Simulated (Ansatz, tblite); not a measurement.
# The cluster Al7As7: removing and adding an electron, part 2 of 2

What does removing or adding an electron cost or gain for the cluster Al7As7? Each charged state is run at several levels.

Ansatz 0.2.0, Gaussian basis; as each input shows. The steps go on from the part before.

## 9. Vertical electron affinity

Starting state less charged state (positive: the electron is bound), singlet to doublet; the starting state's energies are those of its earlier runs.

```tsv
level	vertical electron affinity (eV)	time
PBE-D4/def2-TZVP	+2.68	46 s
PBE0-D4/def2-TZVP	+2.67	51 s
LC-ωPBE/def2-TZVP	+2.51	50 s
```

Times add the two runs; a level without a time comes out of a correlated run.

Beside −ε(LUMO) of the starting state:

```tsv
level	−ε(LUMO) (eV)	by difference (eV)	mismatch (eV)
PBE-D4/def2-TZVP	4.22	2.68	+1.54
PBE0-D4/def2-TZVP	3.72	2.67	+1.04
LC-ωPBE/def2-TZVP	2.07	2.51	-0.43
```

## 10. Relaxing the charge -1 doublet

in.yaml

```yaml
crystal:
  periodic: [false, false, false]
  atoms:
    - {symbol: Al, position_ang: [-1.907340, 1.072921, -1.463903]}
    - {symbol: Al, position_ang: [-0.300667, -1.433634, -1.850263]}
    - {symbol: Al, position_ang: [-1.704269, -1.687769, 0.417480]}
    - {symbol: Al, position_ang: [0.960435, -2.104165, 1.255995]}
    - {symbol: Al, position_ang: [1.053566, 0.584583, 2.115655]}
    - {symbol: Al, position_ang: [-0.036790, 2.613554, -0.312831]}
    - {symbol: Al, position_ang: [2.246898, 0.665143, -0.281699]}
    - {symbol: As, position_ang: [-2.778801, -1.132105, -1.756501]}
    - {symbol: As, position_ang: [-2.257489, 3.234657, -0.661994]}
    - {symbol: As, position_ang: [-0.115518, -3.428483, -0.440035]}
    - {symbol: As, position_ang: [3.005357, -0.857094, 1.481825]}
    - {symbol: As, position_ang: [1.879030, 2.705866, 1.111445]}
    - {symbol: As, position_ang: [0.757614, 0.732603, -2.210435]}
    - {symbol: As, position_ang: [-0.802028, -0.966065, 2.595271]}
basis:
  gaussian: {orbitals: def2-SVP}
total_charge: -1
magnetization: {spin_polarized: true, initial_magnetization: 1}
hamiltonian: {xc: pbe, dispersion: d4}
scf: {lower_state_search: "off"}
output: {orbitals: {seedname: orbitals}}
relax: {f_tol: 0.03, max_steps: 70}
```

Launch:

```
$ ansatz run in.yaml --threads 2 --pin off --events-out ev --progress --plain --max-ram 32768MiB --backend cuda --devices 0, --max-vram 18GiB
```

The log of the run:

```text
Functional definition: PBE
  name "PBE"
  cite "Perdew, Burke & Ernzerhof, Phys. Rev. Lett. 77, 3865 (1996) doi:10.1103/PhysRevLett.77.3865"
  parent pbe
  parameter kappa = 0.804
  parameter beta = 0.06672455060314922
  exchange = pbe_x(kappa = kappa, mu = beta*pi^2/3)
  correlation = pbe_c(beta = beta)
these checks for a lower state are left out or cut short: stability, starts, cluster_reference, orbital_swaps, neighbouring_geometries, increment
3892 factors; their error is unknown
mean field evaluation 1: about -471923.5796 eV, gradient 2.8e1 eV
mean field evaluation 2: about -471900.1020 eV, gradient 5.6e1 eV
mean field evaluation 4: about -471927.7558 eV, gradient 8.9e0 eV
mean field evaluation 8: about -471928.3256 eV, gradient 4.2e-1 eV
mean field evaluation 16: about -471927.9738 eV, gradient 2.0e-2 eV
mean field evaluation 32: about -471927.9738 eV, gradient 1.4e-6 eV
mean field -471927.97380171 eV, -17343.0331529433 hartree, gradient 1.4e-6 eV, S^2 0.760578; 0 other end points of the search recorded, 0 dependent functions left out
the calculation of the forces begins
reference -471927.97384935 eV, -17343.0331546938 hartree; 162, 161 occupied and 188, 189 virtual orbitals, 3892 factors
relax step   1: F+E_penalty+E_count = -471929.62801923 eV  Δ(F+E_penalty+E_count) = +0.000e0 eV  max|allowed force component| = 4.147e-1 eV/Å  Δτ_max = 0.0000 Å  (28 SCF iters, accepted)
these checks for a lower state are left out or cut short: stability, starts, cluster_reference, orbital_swaps, neighbouring_geometries, increment
3892 factors; their error is unknown
mean field -471928.05080742 eV, -17343.0359828508 hartree, gradient 1.5e-6 eV, S^2 0.760958; 0 other end points of the search recorded, 0 dependent functions left out
the calculation of the forces begins
reference -471928.05085503 eV, -17343.0359846005 hartree; 162, 161 occupied and 188, 189 virtual orbitals, 3892 factors
relax step   2: F+E_penalty+E_count = -471929.69280264 eV  Δ(F+E_penalty+E_count) = -6.478e-2 eV  max|allowed force component| = 1.681e-1 eV/Å  Δτ_max = 0.1047 Å  (29 SCF iters, accepted)
these checks for a lower state are left out or cut short: stability, starts, cluster_reference, orbital_swaps, neighbouring_geometries, increment
3892 factors; their error is unknown
mean field -471928.06659081 eV, -17343.0365628796 hartree, gradient 1.5e-6 eV, S^2 0.761169; 0 other end points of the search recorded, 0 dependent functions left out
the calculation of the forces begins
reference -471928.06663848 eV, -17343.0365646314 hartree; 162, 161 occupied and 188, 189 virtual orbitals, 3892 factors
relax step   3: F+E_penalty+E_count = -471929.70448924 eV  Δ(F+E_penalty+E_count) = -1.169e-2 eV  max|allowed force component| = 5.750e-2 eV/Å  Δτ_max = 0.0244 Å  (25 SCF iters, accepted)
these checks for a lower state are left out or cut short: stability, starts, cluster_reference, orbital_swaps, neighbouring_geometries, increment
3892 factors; their error is unknown
mean field -471928.06658684 eV, -17343.0365627338 hartree, gradient 1.3e-6 eV, S^2 0.761104; 0 other end points of the search recorded, 0 dependent functions left out
the calculation of the forces begins
reference -471928.06663454 eV, -17343.0365644868 hartree; 162, 161 occupied and 188, 189 virtual orbitals, 3892 factors
relax step   4: F+E_penalty+E_count = -471929.70700516 eV  Δ(F+E_penalty+E_count) = -2.516e-3 eV  max|allowed force component| = 2.121e-2 eV/Å  Δτ_max = 0.0230 Å  (25 SCF iters, accepted)
Total energy: -471929.70705286 eV, -17343.0968487482 hartree
Atom 0 at    -1.868578     1.075661    -1.498936 Å, force    -0.004936     0.009431     0.004158 eV/Å
Atom 1 at    -0.324964    -1.436874    -1.843548 Å, force     0.012015    -0.004486     0.005217 eV/Å
Atom 2 at    -1.795165    -1.779709     0.451368 Å, force     0.010264    -0.021209     0.003318 eV/Å
Atom 3 at     0.929662    -2.036278     1.215091 Å, force    -0.003203     0.006121    -0.003028 eV/Å
Atom 4 at     1.104270     0.609432     2.236647 Å, force     0.015262    -0.017116     0.006444 eV/Å
Atom 5 at    -0.016959     2.600909    -0.359274 Å, force    -0.010311     0.005346     0.001132 eV/Å
Atom 6 at     2.244668     0.680209    -0.261367 Å, force     0.000791    -0.013679    -0.001727 eV/Å
Atom 7 at    -2.781179    -1.123543    -1.751913 Å, force     0.005034     0.008445    -0.008239 eV/Å
Atom 8 at    -2.253571     3.225356    -0.655936 Å, force    -0.001226    -0.000708     0.002927 eV/Å
Atom 9 at    -0.091396    -3.437101    -0.466768 Å, force    -0.001214     0.012066    -0.003163 eV/Å
Atom 10 at     3.028886    -0.866109     1.454693 Å, force    -0.007800     0.006643    -0.007225 eV/Å
Atom 11 at     1.869447     2.708450     1.111588 Å, force    -0.001673     0.002866    -0.012399 eV/Å
Atom 12 at     0.759915     0.745099    -2.231021 Å, force     0.000866    -0.010098     0.011882 eV/Å
Atom 13 at    -0.805038    -0.965489     2.599387 Å, force    -0.013869     0.016377     0.000704 eV/Å
Dipole moment:     0.289267    -0.236757    -0.153202 e Å
Checks for a lower state left out: stability, starts, cluster_reference, orbital_swaps, neighbouring_geometries, increment
```

It took 34 s on 1 × H100 (card shared with other runs) with 2 threads of AMD EPYC 7R13, shared host.

Relaxation path:

```tsv
step	energy from step 1 (eV)	largest force component (eV/Å)
1	0.0000	0.4147
2	-0.0648	0.1681
3	-0.0765	0.0575
4	-0.0790	0.0212
```

Close pairs (by a distance rule), those that changed most:

```tsv
bond	before (Å)	after (Å)	change (Å)
Al2–Al3	2.679	2.747	+0.068
Al5–Al7	2.679	2.747	+0.068
Al3–As10	2.508	2.548	+0.040
Al5–As11	2.508	2.548	+0.040
Al1–As13	2.788	2.748	-0.040
Al6–As13	2.787	2.748	-0.040
Al5–As14	2.465	2.501	+0.036
Al3–As14	2.465	2.501	+0.036
```

## 11. Charge -1 doublet, PBE0-D4/def2-TZVP

in.yaml

```yaml
crystal:
  periodic: [false, false, false]
  atoms:
    - {symbol: Al, position_ang: [-1.868578, 1.075661, -1.498936]}
    - {symbol: Al, position_ang: [-0.324964, -1.436874, -1.843548]}
    - {symbol: Al, position_ang: [-1.795165, -1.779709, 0.451368]}
    - {symbol: Al, position_ang: [0.929662, -2.036278, 1.215091]}
    - {symbol: Al, position_ang: [1.104270, 0.609432, 2.236647]}
    - {symbol: Al, position_ang: [-0.016959, 2.600909, -0.359274]}
    - {symbol: Al, position_ang: [2.244668, 0.680209, -0.261367]}
    - {symbol: As, position_ang: [-2.781179, -1.123543, -1.751913]}
    - {symbol: As, position_ang: [-2.253571, 3.225356, -0.655936]}
    - {symbol: As, position_ang: [-0.091396, -3.437101, -0.466768]}
    - {symbol: As, position_ang: [3.028886, -0.866109, 1.454693]}
    - {symbol: As, position_ang: [1.869447, 2.708450, 1.111588]}
    - {symbol: As, position_ang: [0.759915, 0.745099, -2.231021]}
    - {symbol: As, position_ang: [-0.805038, -0.965489, 2.599387]}
basis:
  gaussian: {orbitals: def2-TZVP, fitting: {mean_field: def2-universal-jkfit}, initial_orbitals: start.molden}
total_charge: -1
magnetization: {spin_polarized: true, initial_magnetization: 1}
hamiltonian: {xc: pbe0, dispersion: d4}
scf: {omitted_lower_state_checks: [starts]}
output: {orbitals: {seedname: orbitals}}
```

Same command.

The log of the run:

```text
Functional definition: PBE0
  name "PBE0"
  cite "Adamo & Barone, J. Chem. Phys. 110, 6158 (1999) doi:10.1063/1.478522"
  cite "Perdew, Burke & Ernzerhof, Phys. Rev. Lett. 77, 3865 (1996) doi:10.1103/PhysRevLett.77.3865"
  parent pbe
  parameter a = 0.25
  parameter kappa = 0.804
  parameter beta = 0.06672455060314922
  exchange = (1 - a)*pbe_x(kappa = kappa, mu = beta*pi^2/3) + a*exact_x
  correlation = pbe_c(beta = beta)
these checks for a lower state are left out or cut short: starts
2758 factors; integrals over basis functions are off by at most 2.3e-1 eV
mean field evaluation 1: about -472007.1926 eV, gradient 2.2e2 eV
mean field evaluation 2: about -472012.6332 eV, gradient 8.2e0 eV
mean field evaluation 4: about -472013.0220 eV, gradient 1.2e-2 eV
mean field -472013.01179067 eV, -17346.1582413967 hartree, gradient 3.9e-5 eV, S^2 0.772205; 0 other end points of the search recorded, 0 dependent functions left out
reference -472013.01182898 eV, -17346.1582428044 hartree; 162, 161 occupied and 433, 434 virtual orbitals, 2758 factors
Total energy: -472014.49781245 eV, -17346.2128516898 hartree
Checks for a lower state left out: starts
```

It took 24 s on 1 × H100 (card shared with other runs) with 2 threads of AMD EPYC 7R13, shared host; peak host memory 1.1 GiB.

Report: HOMO -1.76 eV, LUMO -0.23 eV (over both spins); ⟨S²⟩ 0.772 (pure: 0.75).

## 12. Charge -1 doublet, PBE-D4/def2-TZVP

in.yaml, as its differences from that of step 11:

```diff
@@ -21,3 +21,3 @@
 magnetization: {spin_polarized: true, initial_magnetization: 1}
-hamiltonian: {xc: pbe0, dispersion: d4}
+hamiltonian: {xc: pbe, dispersion: d4}
 scf: {omitted_lower_state_checks: [starts]}
```

The command is unchanged.

The log of the run:

```text
Functional definition: PBE
  name "PBE"
  cite "Perdew, Burke & Ernzerhof, Phys. Rev. Lett. 77, 3865 (1996) doi:10.1103/PhysRevLett.77.3865"
  parent pbe
  parameter kappa = 0.804
  parameter beta = 0.06672455060314922
  exchange = pbe_x(kappa = kappa, mu = beta*pi^2/3)
  correlation = pbe_c(beta = beta)
these checks for a lower state are left out or cut short: starts
2758 factors; integrals over basis functions are off by at most 2.3e-1 eV
mean field evaluation 1: about -471996.4595 eV, gradient 1.8e1 eV
mean field evaluation 2: about -471996.9296 eV, gradient 6.4e-1 eV
mean field evaluation 4: about -471996.9298 eV, gradient 5.4e-2 eV
mean field evaluation 8: about -471996.9299 eV, gradient 2.6e-5 eV
mean field -471996.92986597 eV, -17345.5672415644 hartree, gradient 2.6e-5 eV, S^2 0.761861; 0 other end points of the search recorded, 0 dependent functions left out
reference -471996.92991660 eV, -17345.5672434251 hartree; 162, 161 occupied and 433, 434 virtual orbitals, 2758 factors
Total energy: -471998.57033502 eV, -17345.6275276903 hartree
Checks for a lower state left out: starts
```

It took 19 s on 1 × H100 (card shared with other runs) with 2 threads of AMD EPYC 7R13, shared host; peak host memory 1.1 GiB.

From the report: HOMO -1.25 eV, LUMO -0.79 eV (over both spins); ⟨S²⟩ 0.762 (pure: 0.75).

## 13. Adiabatic electron affinity

Starting state less charged state (positive: the electron is bound), singlet to doublet; the starting state's energies are those of its earlier runs.

```tsv
level	adiabatic electron affinity (eV)	time
PBE-D4/def2-TZVP	+2.75	45 s
PBE0-D4/def2-TZVP	+2.73	47 s
```

Times add the two runs; a level without a time comes out of a correlated run.

## 14. Summary of results

What follows sums up all 2 parts.

```
                                             quantity                               value
 vertical ionisation energy, functionals in def2-TZVP  7.01 (PBE-D4) to 7.08 eV (PBE0-D4)
 vertical electron affinity, functionals in def2-TZVP  2.51 (LC-ωPBE) to 2.68 eV (PBE-D4)
adiabatic electron affinity, functionals in def2-TZVP  2.73 (PBE0-D4) to 2.75 eV (PBE-D4)
       relaxation of the anion side, PBE-D4/def2-TZVP                             0.07 eV
```

What this shows: The vertical ionisation energy spans 7.01 to 7.08 eV over the functionals. −ε(HOMO) misses the level's own difference by +0.98 eV at best (LC-ωPBE) and -1.79 eV at worst (PBE-D4). The vertical electron affinity spans 2.51 to 2.68 eV over the functionals. −ε(LUMO) misses the level's own difference by -0.43 eV at best (LC-ωPBE) and +1.54 eV at worst (PBE-D4). The adiabatic electron affinity spans 2.73 to 2.75 eV over the functionals. Relaxing the reduced state gains 0.07 eV at PBE-D4/def2-TZVP.
